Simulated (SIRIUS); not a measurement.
# NbRh (Pmma) in SIRIUS: reference runs

Aim: a first look at NbRh with PBEsol, on the cell as given.

Everything below comes from runs of SIRIUS 7.12.0. Logs are shortened: lines on timing, memory, paths and dates and some standing lists are left out, and cuts for length are marked. The log counts tension as positive stress, the text compression.

**1. The structure**

It takes space group Pmma (No. 51, orthorhombic). The conventional cell has a = 4.510 Å, b = 2.813 Å, c = 4.808 Å, α = 90.00°, β = 90.00°, γ = 90.00°. Rh (site symmetry mm2) is surrounded by 8 Nb at 2.74 to 2.83 Å and 4 Rh at 2.80 to 2.81 Å. Nb (site symmetry mm2) is surrounded by 8 Rh at 2.74 to 2.83 Å and 4 Nb at 2.81 to 2.85 Å.

**2. Single point, PBEsol**

sirius.json

```json
{
  "control": {
    "processing_unit": "cpu",
    "std_evp_solver_name": "lapack",
    "gen_evp_solver_name": "lapack",
    "verbosity": 2,
    "print_forces": true,
    "ortho_rf": true,
    "use_second_variation": true,
    "rmt_max": 3.0,
    "num_bands_to_print": 24,
    "save_wf": true
  },
  "parameters": {
    "electronic_structure_method": "full_potential_lapwlo",
    "xc_functionals": ["XC_GGA_X_PBE_SOL", "XC_GGA_C_PBE_SOL"],
    "core_relativity": "dirac",
    "valence_relativity": "iora",
    "num_fv_states": 47,
    "smearing": "fermi_dirac",
    "smearing_width": 0.0018374661,
    "pw_cutoff": 20,
    "gk_cutoff": 3.52,
    "lmax_apw": 10,
    "lmax_rho": 8,
    "lmax_pot": 8,
    "num_mag_dims": 0,
    "auto_rmt": 0,
    "ngridk": [6, 9, 6],
    "shiftk": [0, 0, 0],
    "num_dft_iter": 80,
    "energy_tol": 1e-07,
    "density_tol": 1e-05,
    "use_symmetry": true
  },
  "settings": {"tol_ne": 1e-10},
  "iterative_solver": {"type": "exact"},
  "mixer": {"type": "anderson", "beta": 0.5, "max_history": 8},
  "unit_cell": {
    "lattice_vectors": [[8.5226648221, 0.0, 0.0], [0.0, 5.3157995886, 0.0], [0.0, 0.0, 9.0858032072]],
    "atom_types": ["Nb", "Rh"],
    "atom_files": {"Nb": "Nb.json", "Rh": "Rh.json"},
    "atoms": {"Nb": [[0.75, 0.0, 0.818], [0.25, 0.0, 0.182]], "Rh": [[0.75, 0.5, 0.328], [0.25, 0.5, 0.672]]}
  }
}
```

Nb.json

```json
{
  "name": "niobium",
  "symbol": "Nb",
  "number": 41,
  "mass": 92.90638,
  "rmin": 1e-06,
  "rmt": 2.5,
  "nrmt": 800,
  "rinf": 17.91,
  "core": "1s2s2p3s3p3d",
  "valence": [
    {"basis": [{"enu": 0.21, "dme": 0, "n": 0, "auto": 0}, {"enu": 0.21, "dme": 1, "n": 0, "auto": 0}]},
    {"l": 0, "n": 1, "basis": [{"enu": 0.31, "dme": 0, "n": 0, "auto": 0}]},
    {"l": 1, "n": 2, "basis": [{"enu": 0.31, "dme": 0, "n": 0, "auto": 0}]},
    {"l": 2, "n": 3, "basis": [{"enu": 0.31, "dme": 0, "n": 0, "auto": 0}]},
    {"l": 3, "n": 4, "basis": [{"enu": 0.31, "dme": 0, "n": 0, "auto": 0}]}
  ],
  "lo": [
    {"l": 0, "basis": [{"enu": 0.31, "dme": 0, "n": 0, "auto": 0}, {"enu": 0.31, "dme": 1, "n": 0, "auto": 0}]},
    {
      "l": 0,
      "basis": [{"enu": -1.7146, "dme": 0, "n": 4, "auto": 1}, {"enu": -1.7146, "dme": 1, "n": 4, "auto": 1}]
    },
    {
      "l": 0,
      "basis": [{"enu": -1.7146, "dme": 1, "n": 4, "auto": 1}, {"enu": 0.31, "dme": 0, "n": 0, "auto": 0}]
    },
    {"l": 0, "basis": [{"enu": 0.31, "dme": 0, "n": 0, "auto": 0}, {"enu": 2.87, "dme": 0, "n": 0, "auto": 0}]},
    {"l": 1, "basis": [{"enu": 0.31, "dme": 0, "n": 0, "auto": 0}, {"enu": 0.31, "dme": 1, "n": 0, "auto": 0}]},
    {
      "l": 1,
      "basis": [{"enu": -0.8422, "dme": 0, "n": 4, "auto": 1}, {"enu": -0.8422, "dme": 1, "n": 4, "auto": 1}]
    },
    {
      "l": 1,
      "basis": [{"enu": -0.8422, "dme": 1, "n": 4, "auto": 1}, {"enu": 0.31, "dme": 0, "n": 0, "auto": 0}]
    },
    {"l": 1, "basis": [{"enu": 0.31, "dme": 0, "n": 0, "auto": 0}, {"enu": 3.254, "dme": 0, "n": 0, "auto": 0}]},
    {"l": 2, "basis": [{"enu": 0.31, "dme": 0, "n": 0, "auto": 0}, {"enu": 0.31, "dme": 1, "n": 0, "auto": 0}]},
    {"l": 2, "basis": [{"enu": 0.31, "dme": 1, "n": 0, "auto": 0}, {"enu": 0.31, "dme": 2, "n": 0, "auto": 0}]},
    {"l": 2, "basis": [{"enu": 0.31, "dme": 0, "n": 0, "auto": 0}, {"enu": 2.806, "dme": 0, "n": 0, "auto": 0}]},
    {"l": 3, "basis": [{"enu": 0.31, "dme": 0, "n": 0, "auto": 0}, {"enu": 0.31, "dme": 1, "n": 0, "auto": 0}]},
    {"l": 3, "basis": [{"enu": 0.31, "dme": 0, "n": 0, "auto": 0}, {"enu": 3.094, "dme": 0, "n": 0, "auto": 0}]}
  ],
  "free_atom": [... radial grid and density of the free atom, the start of the SCF ...]
}
```

Rh.json

```json
{
  "name": "rhodium",
  "symbol": "Rh",
  "number": 45,
  "mass": 102.9055,
  "rmin": 1e-06,
  "rmt": 2.5,
  "nrmt": 800,
  "rinf": 15.89,
  "core": "1s2s2p3s3p3d",
  "valence": [
    {"basis": [{"enu": 0.21, "dme": 0, "n": 0, "auto": 0}, {"enu": 0.21, "dme": 1, "n": 0, "auto": 0}]},
    {"l": 0, "n": 1, "basis": [{"enu": 0.31, "dme": 0, "n": 0, "auto": 0}]},
    {"l": 1, "n": 2, "basis": [{"enu": 0.31, "dme": 0, "n": 0, "auto": 0}]},
    {"l": 2, "n": 3, "basis": [{"enu": 0.31, "dme": 0, "n": 0, "auto": 0}]},
    {"l": 3, "n": 4, "basis": [{"enu": 0.31, "dme": 0, "n": 0, "auto": 0}]}
  ],
  "lo": [
    {"l": 0, "basis": [{"enu": 0.31, "dme": 0, "n": 0, "auto": 0}, {"enu": 0.31, "dme": 1, "n": 0, "auto": 0}]},
    {
      "l": 0,
      "basis": [{"enu": -2.5464, "dme": 0, "n": 4, "auto": 1}, {"enu": -2.5464, "dme": 1, "n": 4, "auto": 1}]
    },
    {
      "l": 0,
      "basis": [{"enu": -2.5464, "dme": 1, "n": 4, "auto": 1}, {"enu": 0.31, "dme": 0, "n": 0, "auto": 0}]
    },
    {"l": 0, "basis": [{"enu": 0.31, "dme": 0, "n": 0, "auto": 0}, {"enu": 2.87, "dme": 0, "n": 0, "auto": 0}]},
    {"l": 1, "basis": [{"enu": 0.31, "dme": 0, "n": 0, "auto": 0}, {"enu": 0.31, "dme": 1, "n": 0, "auto": 0}]},
    {
      "l": 1,
      "basis": [{"enu": -1.3762, "dme": 0, "n": 4, "auto": 1}, {"enu": -1.3762, "dme": 1, "n": 4, "auto": 1}]
    },
    {
      "l": 1,
      "basis": [{"enu": -1.3762, "dme": 1, "n": 4, "auto": 1}, {"enu": 0.31, "dme": 0, "n": 0, "auto": 0}]
    },
    {"l": 1, "basis": [{"enu": 0.31, "dme": 0, "n": 0, "auto": 0}, {"enu": 3.254, "dme": 0, "n": 0, "auto": 0}]},
    {"l": 2, "basis": [{"enu": 0.31, "dme": 0, "n": 0, "auto": 0}, {"enu": 0.31, "dme": 1, "n": 0, "auto": 0}]},
    {"l": 2, "basis": [{"enu": 0.31, "dme": 1, "n": 0, "auto": 0}, {"enu": 0.31, "dme": 2, "n": 0, "auto": 0}]},
    {"l": 2, "basis": [{"enu": 0.31, "dme": 0, "n": 0, "auto": 0}, {"enu": 2.806, "dme": 0, "n": 0, "auto": 0}]},
    {"l": 3, "basis": [{"enu": 0.31, "dme": 0, "n": 0, "auto": 0}, {"enu": 0.31, "dme": 1, "n": 0, "auto": 0}]},
    {"l": 3, "basis": [{"enu": 0.31, "dme": 0, "n": 0, "auto": 0}, {"enu": 3.094, "dme": 0, "n": 0, "auto": 0}]}
  ],
  "free_atom": [... radial grid and density of the free atom, the start of the SCF ...]
}
```

sirius_start.json

```json
{
  "control": {
    "processing_unit": "cpu",
    "std_evp_solver_name": "lapack",
    "gen_evp_solver_name": "lapack",
    "verbosity": 1,
    "print_forces": false,
    "ortho_rf": true,
    "use_second_variation": true,
    "rmt_max": 3.0,
    "num_bands_to_print": 24,
    "save_wf": false
  },
  "parameters": {
    "electronic_structure_method": "full_potential_lapwlo",
    "xc_functionals": ["XC_LDA_X", "XC_LDA_C_PW"],
    "core_relativity": "dirac",
    "valence_relativity": "iora",
    "num_fv_states": 47,
    "smearing": "fermi_dirac",
    "smearing_width": 0.0055123983,
    "pw_cutoff": 20,
    "gk_cutoff": 2.82,
    "lmax_apw": 10,
    "lmax_rho": 8,
    "lmax_pot": 8,
    "num_mag_dims": 0,
    "auto_rmt": 0,
    "ngridk": [2, 4, 2],
    "shiftk": [0, 0, 0],
    "num_dft_iter": 30,
    "energy_tol": 0.01,
    "density_tol": 0.05,
    "use_symmetry": true
  },
  "settings": {"tol_ne": 1e-10},
  "iterative_solver": {"type": "exact"},
  "mixer": {"type": "anderson", "beta": 0.5, "max_history": 8},
  "unit_cell": {
    "lattice_vectors": [[8.5226648221, 0.0, 0.0], [0.0, 5.3157995886, 0.0], [0.0, 0.0, 9.0858032072]],
    "atom_types": ["Nb", "Rh"],
    "atom_files": {"Nb": "Nb.json", "Rh": "Rh.json"},
    "atoms": {"Nb": [[0.75, 0.0, 0.818], [0.25, 0.0, 0.182]], "Rh": [[0.75, 0.5, 0.328], [0.25, 0.5, 0.672]]}
  }
}
```

Potentials or basis: all-electron FP-LAPW, apw+lo standard.

Started as:

```bash
OMP_NUM_THREADS=1 sirius.scf --input=sirius_start.json --output=start.json
OMP_NUM_THREADS=1 sirius.scf --input=sirius.json --output=output.json --task=1
```

The log of the run:

```text
[info] SIRIUS version : 7.12.0
[info] number of MPI ranks           : 1
[info] MPI grid                      : 1 1
[info] maximum number of OMP threads : 1
[fft] FFT context for density and potential
[fft] =====================================
[fft]   plane wave cutoff                     : 20
[fft]   grid size                             : 60 36 60   total : 129600
[fft]   grid limits                           : -29 30   -17 18   -29 30
[fft]   number of G-vectors within the cutoff : 55519
[fft]   number of G-shells                    : 7636
[fft] FFT context for coarse grid
[fft] =====================================
[fft]   plane wave cutoff                     : 7.04
[fft]   grid size                             : 24 15 24   total : 8640
[fft]   grid limits                           : -11 12   -7 7   -11 12
[fft]   number of G-vectors within the cutoff : 2417
[fft]   number of G-shells                    : 392
[unit cell] lattice vectors
[unit cell]   a1 :       8.5226648221      0.0000000000      0.0000000000
[unit cell]   a2 :       0.0000000000      5.3157995886      0.0000000000
[unit cell]   a3 :       0.0000000000      0.0000000000      9.0858032072
[unit cell] reciprocal lattice vectors
[unit cell]   b1 :       0.7372324781      0.0000000000      0.0000000000
[unit cell]   b2 :       0.0000000000      1.1819831057      0.0000000000
[unit cell]   b3 :       0.0000000000      0.0000000000      0.6915387846
[unit cell] unit cell volume :       411.63029866 [a.u.^3]
[unit cell] 1/sqrt(omega)    :         0.04928858
[unit cell] MT volume        :       261.79938780 (63.60%)
[unit cell] IT volume        :       149.83091086 (36.40%)
[unit cell] number of atom types : 2
[unit cell] type id : 0 symbol : Nb mt_radius :   2.500000 num_atoms : 2
[unit cell] type id : 1 symbol : Rh mt_radius :   2.500000 num_atoms : 2
[unit cell] total number of atoms : 4
[unit cell] number of symmetry classes : 2
[unit cell] atom id  type id  class id             position                      vector_field
[unit cell] ------------------------------------------------------------------------------------------
[unit cell]      0        0        0      0.75000   0.00000   0.81800      0.00000   0.00000   0.00000
[unit cell]      1        0        0      0.25000   0.00000   0.18200      0.00000   0.00000   0.00000
[unit cell]      2        1        1      0.75000   0.50000   0.32800      0.00000   0.00000   0.00000
[... 445 lines left out ...]
[generate_core_charge_density]   n,l,k : 3 1 2  energy :         -12.01117061
[generate_core_charge_density]   n,l,k : 3 2 2  energy :          -6.73653063
[generate_core_charge_density]   n,l,k : 3 2 3  energy :          -6.63036176
[generate_core_charge_density] atom class : 1
[generate_core_charge_density]   n,l,k : 1 0 1  energy :        -845.17283790
[... 37 lines left out ...]
[find] valence_eval_sum               :     -30.89908649
[find] core_eval_sum                  :  -10196.60036461
[find] kinetic energy                 :   17873.10160862
[find] enuc                           :  -20851.46064801
[find] <rho|V^{XC}>                   :    -666.35549368
[find] <rho|E^{XC}>                   :    -507.16944361
[find] <mag|B^{XC}>                   :       0.00000000
[find] <rho|V^{H}>                    :  -27434.24556603
[find] smearing (-TS)                 :      -0.00140518
[find] SCF correction                 :      -0.00001169
[find] Total energy                   :  -17202.65127771 (Ha),  -34405.30255542 (Ry)
[find] Free energy (E-TS)             :  -17202.65268289 (Ha),  -34405.30536579 (Ry)
[find] band gap (eV)                  :       0.00000000
[find] Efermi                         :       0.42610446
[find] iteration : 9, RMS (target) : 4.8799e-06 (1.0000e-05) , energy difference (target) : 1.8772e-09 (1.0000e-07)
[find] converged after 10 SCF iterations!
Warning in function "check_num_electrons" at src/density/density.cpp:1179
wrong number of electrons
  obtained value : 172
  target value : 172
  difference : 1.13942e-05
  total core leakage : 4.08133e-06
    atom class : 0, core leakage : 2.01167e-06
    atom class : 1, core leakage : 2.89933e-08
[find] Charges and magnetic moments
[find] --------------------------------------------------------------------------------
[find] atom      charge    core leakage
[find] --------------------------------------------------------------------------------
[find]    0   39.072847    2.011673e-06
[find]    1   39.072847    2.011673e-06
[find]    2   44.014501    2.899326e-08
[find]    3   44.014501    2.899326e-08
[find] total core leakage    : 4.08133344e-06
[find] interstitial charge   : 5.825293
[find] total charge          : 171.999989
[find] Energy
[find] --------------------------------------------------------------------------------
[find] valence_eval_sum               :     -30.89908649
[find] core_eval_sum                  :  -10196.60036461
[find] kinetic energy                 :   17873.10160862
[find] enuc                           :  -20851.46064801
[find] <rho|V^{XC}>                   :    -666.35549368
[find] <rho|E^{XC}>                   :    -507.16944361
[find] <mag|B^{XC}>                   :       0.00000000
[find] <rho|V^{H}>                    :  -27434.24556603
[find] smearing (-TS)                 :      -0.00140518
[find] SCF correction                 :      -0.00001169
[find] Total energy                   :  -17202.65127771 (Ha),  -34405.30255542 (Ry)
[find] Free energy (E-TS)             :  -17202.65268289 (Ha),  -34405.30536579 (Ry)
[find] band gap (eV)                  :       0.00000000
[find] Efermi                         :       0.42610446
[ground_state]
[ground_state] ==== total Forces in Ha/bohr =====
[ground_state] atom:    0, force:      -0.0000000     -0.0000000     -0.0078072
[ground_state] atom:    1, force:       0.0000000      0.0000000      0.0078072
[ground_state] atom:    2, force:       0.0000000      0.0000000     -0.0127565
[ground_state] atom:    3, force:      -0.0000000     -0.0000000      0.0127565
[ground_state] ==== contribution from density =====
[ground_state] atom:    0, force:       0.0000000      0.0000000      0.0149022
[ground_state] atom:    1, force:       0.0000000      0.0000000     -0.0149022
[ground_state] atom:    2, force:       0.0000000      0.0000000     -0.1095796
[ground_state] atom:    3, force:       0.0000000     -0.0000000      0.1095796
[ground_state] ==== contribution from Hartree potential =====
[ground_state] atom:    0, force:       0.0000000     -0.0000000     -0.0197955
[ground_state] atom:    1, force:       0.0000000      0.0000000      0.0197955
[ground_state] atom:    2, force:       0.0000000      0.0000000      0.1069623
[ground_state] atom:    3, force:       0.0000000      0.0000000     -0.1069623
[ground_state] ==== contribution from IBS =====
[ground_state] atom:    0, force:      -0.0000000      0.0000000     -0.0029139
[ground_state] atom:    1, force:       0.0000000      0.0000000      0.0029139
[ground_state] atom:    2, force:       0.0000000      0.0000000     -0.0101392
[ground_state] atom:    3, force:      -0.0000000     -0.0000000      0.0101392
```

Wall time 5.8 min (1 thread of Arm Neoverse V1, shared host); peak memory 0.88 GiB.

Results:

```
Free energy                                       : -468108.0266 eV
Largest force                                     : 0.656 eV/Å
Band gap on the k mesh                            : none (metal or under the smearing width)
All electrons inside the program's atomic spheres : Rh 44.01; Nb 39.07 (radii Nb 2.5, Rh 2.5 bohr)
```

Forces on the atoms (eV/Å):
```
Rh   0.000  0.000 -0.656
Rh   0.000  0.000  0.656
Nb   0.000  0.000 -0.401
Nb   0.000  0.000  0.401
```
